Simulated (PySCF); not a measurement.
# CaI+: from the state search to spectroscopic constants

The task here is to estimate one member of a computed series from the others.

Computed with PySCF 2.14.0. Level: Ca def2-SVP, I def2-SVP with ECP28, scalar-relativistic core potentials.

Set-up of the first run:

Settings of the job:

```yaml
atoms: Ca, I
charge: 1
basis: Ca def2-SVP, I def2-SVP with ECP28
Hamiltonian: scalar-relativistic core potentials
basis_functions: 50
electrons_treated: 44
masses_in_u: 39.9626, 126.9045
levels: PBE0, PBE, r²SCAN, M06, MN15, B97-3, CAM-B3LYP, HF, MP2, SCS-MP2, CCSD, CCSD(T)
grid: 80 radial by 434 angular points
occupations: held fixed by the projection of orbital angular momentum
dissociation_limit: Ca+ + I, each in its ground configuration
starting_distance_in_angstrom: 3.000
values_of_2S_to_try: 0, 2
```

Launch:

```bash
$ OMP_NUM_THREADS=1 python dia.py task.json out
```

Steps of the session up to this table: The job; First curve: PBE0; Excited determinants; PBE (GGA); r²SCAN (meta-GGA); M06; MN15; B97-3; CAM-B3LYP (range-separated hybrid); RHF (mean field); Adding correlation.

One table of the session follows, with a row left open; its other results are not shown here.

It belongs to the step «The curves together». Energy (eV) from each level's lowest point:

| R (Å) | RHF | RHF-MP2 | RHF-SCS-MP2 | RHF-CCSD | RHF-CCSD(T) |
| --- | --- | --- | --- | --- | --- |
| 2.319 | 1.520 | 1.403 | 1.436 | n/a | n/a |
| 2.426 | 0.768 | 0.692 | 0.715 | 0.721 | 0.718 |
| 2.534 | ? | ? | ? | ? | ? |
| 2.615 | 0.125 | 0.100 | 0.108 | 0.112 | 0.111 |
| 2.696 | 0.026 | 0.015 | 0.019 | 0.021 | 0.021 |
| 2.777 | 0.000 | 0.000 | 0.000 | 0.000 | 0.000 |
| 2.885 | 0.050 | 0.059 | 0.055 | 0.052 | 0.051 |
| 3.019 | 0.208 | 0.223 | 0.213 | 0.207 | 0.204 |
| 3.181 | 0.486 | 0.501 | 0.486 | 0.474 | 0.468 |
| 3.397 | 0.935 | 0.941 | 0.919 | n/a | n/a |

Estimate the missing values for R (Å) = 2.534.

Worked estimate for «RHF». A straight line through the neighbours (2.426, 0.768) and (2.615, 0.125) gives 0.768 + (0.125 − 0.768) × (2.534 − 2.426) / (2.615 − 2.426) = 0.401; a parabola fitted to 4 rows on both sides gives 0.303.

As computed: RHF: 0.318; RHF-MP2: 0.274; RHF-SCS-MP2: 0.288; RHF-CCSD: 0.292; RHF-CCSD(T): 0.291. In «RHF» the line misses by +0.083 and the parabola by -0.015.
